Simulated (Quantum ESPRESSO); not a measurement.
SnSe2 under changes of volume

One of the cells (25.726 Å³/atom); the others are scaled copies at fixed shape and fractional positions:

```
Sn Se
1.0
     3.81100    0.00000    0.00000
    -1.90550    3.30042    0.00000
     0.00000    0.00000    6.13600
Sn Se
1 2
Direct
  0.00000 0.00000 0.00000
  0.66667 0.33333 0.75100
  0.33333 0.66667 0.24900
```

- Program: Quantum ESPRESSO 7.5
- Functional: LDA
- Potentials or basis: GBRV 1.5 LDA
- Cutoff: 925 eV
- Density cutoff: 7401 eV
- k mesh: 8 × 8 × 5
- Occupations: fermi-dirac, width 0.05 eV
- Spin: no spin polarisation

| volume (Å³/atom) | energy over the lowest point (meV/atom) | pressure (GPa) | gap on the mesh (eV) | largest force (eV/Å) |
| --- | --- | --- | --- | --- |
| 24.182 | ? | ? | ? | ? |
| 24.697 | 16.36 | 4.1 | 0.71 | 0.917 |
| 25.212 | 5.80 | 2.4 | 0.69 | 0.698 |
| 25.726 | 0.52 | 0.8 | 0.66 | 0.496 |
| 26.241 | 0.00 | -0.6 | 0.64 | 0.310 |
| 26.755 | 3.67 | -1.8 | 0.61 | 0.138 |
| 27.270 | 11.11 | -2.9 | 0.58 | 0.020 |

Question: What does the run at 24.182 Å³/atom give?

Answer: Energy over the lowest point 32.84 meV/atom; pressure 6.0 GPa; gap on the mesh 0.73 eV; largest force 1.155 eV/Å.

Worked out: A Birch-Murnaghan fit of order 3 (a polynomial in V^(-2/3)) to the other rows has its minimum at 26.04 Å³/atom with B0 = V·E''(V) = 69 GPa and B' = 4.8 at fixed shape and positions, which overstates the stiffness. It gives 32.89 meV/atom at 24.182 Å³/atom, against the run's 32.84, and -dE/dV = 6.1 GPa, against 6.0. A straight line through the other rows of the gap, of slope -1.31 eV per unit of ln V, extrapolates to 0.74 eV, against the run's 0.73.

Energies are extrapolated to zero smearing.

Caveats: spin-orbit coupling is left out, which moves the levels of the heavy elements; an odd mesh through Γ misses points on the zone boundary, where band edges often lie; forces of over 1 eV/Å show positions far from the minimum, so gaps and moduli don't describe the material at rest (some runs).
